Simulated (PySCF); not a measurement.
**The bond of MgTe, level by level**

The task here is to estimate one member of a computed series from the others.

Program: PySCF 2.14.0. Level of theory: Mg x2c-SVPall, Te x2c-SVPall, spin-free X2C with a Gaussian nucleus. These are calculated values, not measurements.

The first run:

The job is set up so:

```
atoms                         : Mg, Te
charge                        : 0
basis                         : Mg x2c-SVPall, Te x2c-SVPall
Hamiltonian                   : spin-free X2C with a Gaussian nucleus
basis functions               : 54
electrons treated             : 64
masses in u                   : 23.9850, 129.9062
levels                        : PBE0, PBE, r²SCAN, M06-2X, M06, r²SCAN0, ωB97X, HF, MP2, SCS-MP2, CCSD, CCSD(T)
grid                          : 80 radial by 434 angular points
occupations                   : held fixed by the projection of orbital angular momentum
dissociation limit            : Mg + Te, each in its ground configuration
starting distance in angstrom : 2.675
values of 2S to try           : 0, 2
```

Steps of the session up to this table: Input; The PBE0 curve of the state that the search chose; Excited determinants; PBE (GGA); r²SCAN (meta-GGA); M06-2X (hybrid meta-GGA); M06 (hybrid meta-GGA); r²SCAN0 (hybrid meta-GGA); ωB97X (range-separated hybrid); RHF (mean field); Correlated methods on the Hartree–Fock reference.

One table of the session follows, with a row left open; its other results are not shown here.

It belongs to the step «Constants by level of theory». Differences from CCSD(T) in the same basis:

```
      level  Re (mÅ)  ωe (%)
        RHF      -30    +1.9
    RHF-MP2      -28    +9.7
RHF-SCS-MP2      -18    +6.3
   RHF-CCSD       -1    -1.4
        PBE      -25    +1.2
     r²SCAN      -44    +5.9
       PBE0      -43    +4.4
    r²SCAN0      -55    +7.5
        M06      -32    +0.2
     M06-2X        ?       ?
      ωB97X      -52    +4.8
```

Q: Estimate the row for M06-2X from the others.

**Answer.** Re (mÅ): -47; ωe (%): +4.0. In the column «Re (mÅ)» it lies between ωB97X (-52) and r²SCAN (-44).

Hartree–Fock falls on the short and stiff side, its usual fault. CCSD(T) in a basis this small is itself some way from its limit, more so than the functionals.
